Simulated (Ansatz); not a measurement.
## B2ClFH2O, SMILES FBOBCl: a rigid torsion scan, step by step

Program: the Ansatz DFT code, driven from Python.

The cells in order, each with its output:

In [1]:
```python
import warnings

import ansatz
from ase import Atoms

warnings.simplefilter('ignore', ansatz.DeckWarning)
```

In [2]:
```python
atoms = Atoms(['F', 'B', 'O', 'B', 'Cl', 'H', 'H'], positions=[
    (-1.7572, 0.6474, -1.0691),
    (-1.1519, 0.2848, 0.1924),
    (-0.2902, -0.8944, 0.2799),
    (1.0704, -0.4014, 0.0639),
    (1.8162, -0.4464, -1.6236),
    (-1.424, 0.8927, 1.1692),
    (1.7366, -0.0827, 0.9873),
])
```

In [3]:
```python
# relax first, so that the scan starts from a minimum
first = (
    ansatz.Crystal.molecule_from_ase(atoms).calculation()
    .basis(gaussian='cc-pVDZ')
    .functional('PBE')
    .relax(force_tolerance=0.02, max_steps=80)
)
atoms.positions = first.run().report['positions_ang']
```

In [4]:
```python
start = atoms.get_dihedral(3, 2, 1, 0)
energies = {}
for turn in range(0, 360, 40):
    turned = atoms.copy()
    turned.set_dihedral(3, 2, 1, 0, start + turn, indices=[0, 1, 5])
    base = ansatz.Crystal.molecule_from_ase(turned).calculation()
    base = base.basis(gaussian='cc-pVDZ')
    base = base.functional('PBE')
    energies[round((start + turn) % 360)] = base.run().report['free_energy_ev']
floor = min(energies.values())
print('dihedral B3-O2-B1-F0 (deg)   E - E(min) (kJ/mol)')
for angle, e in sorted(energies.items()):
    print(f'{angle:8d} {96.485332 * (e - floor):14.3f}  ' + '#' * int(30 * (e - floor) / max(max(energies.values()) - floor, 1e-9)))
```
```text
dihedral B3-O2-B1-F0 (deg)   E - E(min) (kJ/mol)
      20         10.901  ######################
      60         13.093  ##########################
     100         14.658  #############################
     140          6.361  #############
     180          0.000
     220          6.339  ############
     260         14.661  ##############################
     300         13.138  ##########################
     340         10.936  ######################
```

The scan is rigid and the energies are electronic, in a modest basis. With rigid groups the curve can differ much from the relaxed path, the start wasn't checked as a minimum of this torsion, and equivalent turns needn't return to the same energy. Timing: 56 s on 1 thread of Arm Neoverse V1, with other jobs on the host, peak memory 0.2 GiB.
